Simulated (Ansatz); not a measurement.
**One input on several machines: HSE06, YbS (Fm-3m)**

The runs below are of Ansatz 0.2.0 on an Arm Neoverse N1 node (56 of its 64 cores, memory capped at 64 GiB); a node with four NVIDIA GB200 cards and 144 Grace (Neoverse V2) cores; a node with eight NVIDIA H100 80GB cards and 96 AMD EPYC 7R13 cores; an Intel Xeon 6975P-C node (Granite Rapids, 96 cores, 192 hardware threads, 360 GiB), one at a time and with no other job on the machine; times are wall-clock times from launch to exit. Times and memory are rounded to two significant figures, and ratios are formed from the unrounded values. A row is a single run, so small differences between rows aren't established. System services beside the runs took up to 4 cores (rounded up). Runs with a thread on every core shared the cores with them. The input types precision: f64 in place of the program's default, which can work at lower precision in parts of a run, so these times needn't be those of default runs. Card memory is the largest of readings taken every 0.4 s, so short peaks can be missed, and it isn't given for runs under about 3 s. It shows what a run took, which needn't be the least that it can run in: the program holds more work at once where threads and free memory allow.

Commands are shown without the flags for output files and display.

The PAW files were made with PBE. For this functional the program regenerates the frozen cores at set-up.

| Item | Value |
| --- | --- |
| atoms | 2 |
| valence electrons | 30 |
| cell volume | 45.42 Å³ |
| cutoff (chosen by the program) | 420 eV |
| k mesh | 6×6×6 |
| k points solved | 16 |
| symmetry operations used (translations within a supercell counted) | 48 |
| plane waves at Γ | 893 |
| dense FFT grid | 27×27×27 |
| bands at the start | 19 |
| spin | none |
| first density | atoms corrected by the program's trained network |

Input used:

```yaml
accuracy: low
crystal:
  lattice:
    - [0.000000, 2.831898, 2.831898]
    - [2.831898, 0.000000, 2.831898]
    - [2.831898, 2.831898, 0.000000]
  atoms:
    - { symbol: Yb, position: [0.500000, 0.500000, 0.500000] }
    - { symbol: S, position: [0.000000, 0.000000, 0.000000] }
kpoints:
  mp_grid: { grid: [6, 6, 6] }
basis: { precision: f64 }
hamiltonian:
  xc: hse06
scf:
  occupations: { method: fixed }
output: { forces: true, stress: true }
```

The log of this input tells: SCF threshold loose for stress (1e-7 against 2e-10 eV); exchange threshold loose for stress (1e-6 against 2e-8 eV); exchange on 15×15×15 points. «SCF threshold loose for stress (a against b)»: the program warns that its threshold a on the density residual is looser than the b that it advises where a stress is wanted. The warning is on the threshold set and not on the residual reached, which can lie below it; a run set to the advised value can need more iterations. «exchange threshold loose for stress (a against b)»: the same warning for the energy threshold of a hybrid's exchange loop, again on the value set and not on the value reached. «exchange on a×b×c points»: exact exchange forms its pair densities on this grid and not on the dense one, without the augmentation charges, which are treated apart.

```
           machine share                                                              command  wall time  SCF clock  outside it  CPU time  SCF iterations  exchange cycles  threads  the cards share  host memory (GiB)  fullest card (GiB)                                 remarks
                1 × H100                     ansatz run input.yaml --backend cuda --devices 1      6.4 s      3.2 s       3.2 s   2.3 min              23                3       96                                 2.5                 6.5  band table 0.30 s; state lost symmetry
               2 × GB200                     ansatz run input.yaml --backend cuda --devices 2      7.4 s      3.6 s       3.8 s   4.2 min              23                3     2×72         k points                3.4                 6.7  band table 0.47 s; state lost symmetry
               4 × GB200                     ansatz run input.yaml --backend cuda --devices 4      9.9 s      4.2 s       5.7 s   4.4 min              25                3     4×36         k points                4.1                 6.3  band table 0.79 s; state lost symmetry
                4 × H100                     ansatz run input.yaml --backend cuda --devices 4      9.2 s      4.0 s       5.2 s   2.5 min              26                3     4×24         k points                3.0                 6.2  band table 0.67 s; state lost symmetry
 56 threads, Neoverse N1  taskset -c 8-63 ansatz run input.yaml --backend cpu --max-ram 64GiB      6.8 s      4.2 s       2.7 s   2.4 min              23                3       56                                 1.7                      band table 0.35 s; state lost symmetry
96 threads, Xeon 6975P-C                     ansatz run input.yaml --threads 96 --backend cpu      3.2 s      1.7 s       1.5 s   2.2 min              23                3       96                                 2.2                      band table 0.15 s; state lost symmetry
```

The SCF clock is the program's own. It runs from the start of the first SCF loop to the final result and holds forces, stress, later SCFs and response steps. Outside it lie start-up, exit and the set-up ahead of the first loop, which depends on the cell and the method.

On cards the PAW terms of the exact-exchange stress are formed on the host, whole or in part, so cards needn't shorten that step. SCF iterations are those that the program logged, summed over all steps and exchange cycles of a run; an SCF made in search of a lower state can go uncounted. A hybrid's count includes the PBE SCF that it starts from.

«state lost symmetry»: the program warns that the state entering the exact exchange no longer has the crystal's symmetry. «band table a s»: behind the SCF the program solved its bands further for a band table, asked for or not, which took a s of the SCF clock (told where that is 5 % of it or more). Threads written as a×b are a pools of b host workers, as the log lists them; the log's own count of threads can differ.

The runs on cards also kept host threads busy (see the CPU time), so differences between cards can come from their hosts too.

Among these rows the slowest by wall time (4 × GB200) takes 3.1 times as long as the fastest (96 threads, Xeon 6975P-C). Up to 58 % of a wall time lies outside the SCF clock (4 × GB200), so the wall times show the speed at the clocked work only in part. On the SCF clock alone the slowest (56 threads, Neoverse N1, with 4 × GB200 within 5 %) takes 2.4 times as long as the fastest (96 threads, Xeon 6975P-C). The fastest takes under 2 s, so this ratio is rough.

How long does the same input take on 1 × GB200 (ansatz run input.yaml --backend cuda --devices 1)?

6.2 s, in 25 SCF iterations, about 4 % less than the time on 1 × H100 (too small a difference for single runs to establish); peak host memory 3.0 GiB, 7.0 GiB on the fullest card. Of the wall time 3.2 s is on the SCF clock and 3.0 s outside. On the SCF clock alone it is 0.98 times that on 1 × H100 (3.2 s against 3.2 s). The stress takes 1.6 s. It made 3 exchange cycles. Remarks: band table 0.28 s; state lost symmetry.
